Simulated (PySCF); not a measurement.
# A diatomic session: SbF−

Aim: find the lowest electronic state of SbF−, scan its bond at several levels of theory, and get bond length, wavenumber and dissociation energy from each curve.

Program: PySCF 2.14.0. Level of theory: Sb def2-SVPD with ECP28, F def2-SVPD, scalar-relativistic core potentials. These are calculated values, not measurements.

**1. The job**

A driver script around PySCF takes these settings:

| Property | Result |
| --- | --- |
| atoms | Sb, F |
| charge | -1 |
| basis | Sb def2-SVPD with ECP28, F def2-SVPD |
| Hamiltonian | scalar-relativistic core potentials |
| basis functions | 55 |
| electrons treated | 33 |
| masses in u | 120.9038, 18.9984 |
| levels | PBE0, PBE, r²SCAN, BHandHLYP, BP86, M06, HSE06, HF, MP2, SCS-MP2 |
| grid | 80 radial by 434 angular points |
| occupations | held fixed by the projection of orbital angular momentum |
| dissociation limit | Sb + F−, each in its ground configuration |
| starting distance in angstrom | 2.080 |
| values of 2S to try | 1, 3 |

Run with:

```console
$ OMP_NUM_THREADS=1 python dia.py task.json out
```

After this run come: First curve: PBE0; Other states along the same grid; PBE; r²SCAN; BHandHLYP (global hybrid GGA); BP86 (GGA); M06 (hybrid meta-GGA); HSE06; UHF (mean field).

**Question.** What will these runs give? Wanted: for each run, Re; ωe; De; μ.

As calculated:

Lowest PBE0 solution found, without spin–orbit coupling: ²Π (doublet), unpaired electrons π ↑. State 2 has its PBE0 minimum 0.49 eV higher. State 3 has its PBE0 minimum 1.06 eV higher, as a spin-mixed determinant (⟨S²⟩ = 1.76), so this is no gap between pure states. State 4 has its PBE0 minimum 1.08 eV higher, as a spin-mixed determinant (⟨S²⟩ = 1.76), so this is no gap between pure states. The other levels ran on the lowest alone.

```csv
level,Re (Å),ωe (cm⁻¹),De (eV),μ (D)
UHF,2.048,483,0.77,-2.12
UHF-MP2,2.083,461,0.99,n/a
UHF-SCS-MP2,2.085,457,1.06,n/a
PBE,2.103,438,1.52,-2.01
BP86,2.101,439,1.58,-1.96
r²SCAN,2.072,463,1.51,-1.86
PBE0,2.069,467,1.50,-1.98
M06,2.081,455,1.89,-2.13
HSE06,2.071,466,1.58,-1.98
BHandHLYP,2.060,474,1.52,-2.16
```

De is counted to Sb + F− in their ground configurations. A positive dipole points from Sb to F; in an ion it is taken about the centre of mass and does not tell which atom is negative.

In words: Bond lengths run from 2.048 Å (UHF) to 2.103 Å (PBE). Of the levels with a De here, UHF gives the least (0.77 eV) and M06 the most (1.89 eV).

Correlated steps freeze 5 core orbitals. Spin–orbit coupling is left out, which matters for elements this heavy, above all for dissociation energies. With some functionals the highest level of the anion is positive, from self-interaction error or because the anion is truly unbound there; the finite basis then holds the extra electron, and no neutral molecule was run to test the binding. With spin–orbit coupling the term label itself may not hold.
